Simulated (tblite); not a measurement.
# C4H10SSi2: the cost of one run

Computed with tblite 0.8.0 and PySCF 2.14.0, with density-fitted response routines of our own, on a single molecule in the gas phase. Atoms are numbered from 0 throughout.

### 1 Starting geometry

17 atoms, charge 0, multiplicity 1; geometry from: force field or distance geometry start.

Bonds of the start (Å): C0–C1 1.21, C1–Si2 1.84, Si2–S3 2.15, S3–Si4 2.12, Si4–C5 1.87, Si4–C6 1.84, C0–H7 1.07, Si2–H8 1.45, Si2–H9 1.47, Si4–H10 1.49, C5–H11 1.12, C5–H12 1.10, C5–H13 1.12, C6–H14 1.11, C6–H15 1.12, C6–H16 1.12.

### 2 Geometry optimisation with GFN2-xTB

What the job is given:

```
{"job": {"kind": "relax", "xc": "GFN2-xTB", "basis": "xTB"}, "charge": 0, "multiplicity": 1}
C      3.827700     1.417300    -0.181800
C      3.106500     0.490700     0.096700
Si     2.041700    -0.942800     0.522600
S      0.478500    -1.160500    -0.940800
Si    -1.417600    -0.473500    -0.281600
C     -1.607700     1.381800    -0.468100
C     -1.862000    -0.982500     1.429000
H      4.445000     2.251200    -0.448300
H      1.559300    -0.841500     1.890500
H      2.853600    -2.167900     0.453500
H     -2.420900    -1.044100    -1.217100
H     -2.699300     1.591800    -0.630200
H     -1.065400     1.739900    -1.357700
H     -1.248300     1.910500     0.457600
H     -1.116100    -1.651200     1.903400
H     -2.870600    -1.465000     1.388800
H     -2.011300    -0.042100     2.023000
```

The run is started by

```bash
$ OMP_NUM_THREADS=1 python probes_run.py task.json out
```

This one command runs all jobs of the session in turn.

**Question.** How long does this first job take on 1 thread of Arm Neoverse N1, shared host?

About 2.4 s.
